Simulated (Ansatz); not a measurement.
# K: stress in a strained cell

Aim: deform K (equal xx and yy strain of +1 %) and compute stress, forces and field gradients with LAPW, PAW and all-electron datasets made for the crystal.

Program: Ansatz 0.2.0. Level of theory: DFT PBEsol, scalar-relativistic. These are calculated values, not measurements.

## Step 1: The starting structure

The structure is cubic, space group Im-3m (No. 229). Conventional cell: a = 5.236 Å, b = 5.236 Å, c = 5.236 Å, α = 90.00°, β = 90.00°, γ = 90.00°.

Coordinates:

```cif
data_structure
_symmetry_space_group_name_H-M 'P 1'
_symmetry_Int_Tables_number 1
_cell_length_a 4.5345
_cell_length_b 4.5345
_cell_length_c 4.5345
_cell_angle_alpha 109.471
_cell_angle_beta 109.471
_cell_angle_gamma 109.471
_cell_volume 71.77
loop_
_atom_site_label
_atom_site_type_symbol
_atom_site_fract_x
_atom_site_fract_y
_atom_site_fract_z
_atom_site_occupancy
K1 K 0.00000 0.00000 0.00000 1
```

## Step 2: The deformed structure

Space group Im-3m before, I4/mmm after.

## Step 3: LAPW, all electrons

input.yaml reads:

```yaml
crystal:
  lattice:
    - [-2.64418, 2.64418, 2.618]
    - [2.64418, -2.64418, 2.618]
    - [2.64418, 2.64418, -2.618]
  atoms:
    - { symbol: K, position: [0.0, 0.0, 0.0] }
kpoints:
  mp_grid: { grid: [10, 10, 10] }
  band_path:
    path:
      - [0.0, 0.0, 0.0]
      - [0.0, 0.0, 0.5]
      - [-0.5, 0.5, 0.5]
      - [0.0, 0.0, 0.0]
      - [0.4950740124, 0.4950740124, -0.4950740124]
      - [-0.4950740124, 0.5049259876, 0.4950740124]
      - [-0.5, 0.5, 0.5]
      - [0.0, 0.0, 0.5]
      - [0.25, 0.25, 0.25]
    npoints: 5
scf:
  occupations: { method: fermi_dirac, width: 0.08 }
hamiltonian:
  xc: pbesol
  pseudopotentials: { kind: all_electron, lapw: { basis_error: 0.0005 } }
output:
  forces: true
  stress: true
  eigenvalues: true
```

On the command line:

```
$ ansatz run input.yaml --threads 1 --pin off --max-ram 3072MiB --backend cpu --events-out ev --progress --plain --runs-dir out
```

## Step 4: PAW with frozen cores

input.yaml reads:

```yaml
crystal:
  lattice:
    - [-2.64418, 2.64418, 2.618]
    - [2.64418, -2.64418, 2.618]
    - [2.64418, 2.64418, -2.618]
  atoms:
    - { symbol: K, position: [0.0, 0.0, 0.0] }
kpoints:
  mp_grid: { grid: [10, 10, 10] }
scf:
  occupations: { method: fermi_dirac, width: 0.08 }
hamiltonian:
  xc: pbesol
  pseudopotentials: { kind: paw }
output:
  forces: true
  stress: true
  eigenvalues: true
  efg: { contact_densities: true }
  write_density: true
  write_potential: true
  elf: true
  volumetric_format: npy
```

## Step 5: All-electron PAW on datasets made for the crystal

input.yaml: that of step 4 with these lines changed.

```diff
@@ -13,3 +13,3 @@
   xc: pbesol
-  pseudopotentials: { kind: paw }
+  pseudopotentials: { kind: all_electron, datasets: crystal }
 output:
@@ -19,5 +19 @@
   efg: { contact_densities: true }
-  write_density: true
-  write_potential: true
-  elf: true
-  volumetric_format: npy
```

(Steps that only read results are left out.)

What does the calculation give? Wanted: pressure; largest shear or deviatoric stress.

The runs gave:

| quantity | value |
| --- | --- |
| pressure | LAPW -0.10, PAW -0.10, crystal datasets -0.10 GPa |
| largest shear or deviatoric stress (LAPW) | 0.00 GPa |

In words: The largest part of the stress beyond the pressure is 0.00 GPa in size, in the zz component. No run of the undeformed cell stands beside it, so the pressure holds what the given cell had before the change. PAW: stress within 0.01 GPa of LAPW. Crystal datasets: stress within 0.01 GPa of LAPW.
